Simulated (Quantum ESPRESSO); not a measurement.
Runs of Quantum ESPRESSO 7.5 on NiO. Symmetry: P4/nmm, No. 129, tetragonal system. Conventional cell: a = 3.116 Å, b = 3.116 Å, c = 4.562 Å, α = 90.00°, β = 90.00°, γ = 90.00°. Around Ni (site symmetry -4m2) lie 4 O at 1.98 Å and 4 Ni at 2.20 Å. Around O (site symmetry 4mm) lie 4 Ni at 1.98 Å. The cell was built by a generator and needn't be a form met in nature.

```csv
level,U,gap on the mesh (eV),pressure (GPa),moment (μB),largest force (eV/Å)
LDA+U,Ni d U = 8 eV,none,23.2,3.98,(a)
LDA+U,Ni d U = 5 eV,none,13.5,4.00,0.76
LDA+U,Ni d U = 4 eV,none,9.9,4.00,1.10
LDA,-,none,7.6,3.99,1.58
LDA+U,Ni d U = 3 eV,none,8.8,4.00,(b)
LDA+U,Ni d U = 6 eV,none,17.1,4.00,(d)
LDA+U,Ni d U = 2 eV,none,8.1,4.00,1.50
LDA+U,Ni d U = 1 eV,none,(c),4.00,1.56
```

Alike in all rows: task single point; potentials or basis GBRV 1.5 LDA; spin collinear, ferromagnetic start; cell as given; k mesh 6 × 6 × 4; cutoff (eV) 612; smearing gaussian 0.05 eV.

Problem. Estimate the missing entries.

Solution. (a) 0.32; (b) 1.35; (c) 7.1; (d) 0.55.

Caveats: forces of over 1 eV/Å show positions far from the minimum, so gaps and moduli don't describe the material at rest (some runs); semilocal functionals often make such compounds metallic where correlation or magnetic order opens a gap, which also shifts bond lengths (some runs).

A gap of «none» marks a metal or a gap under the smearing width.
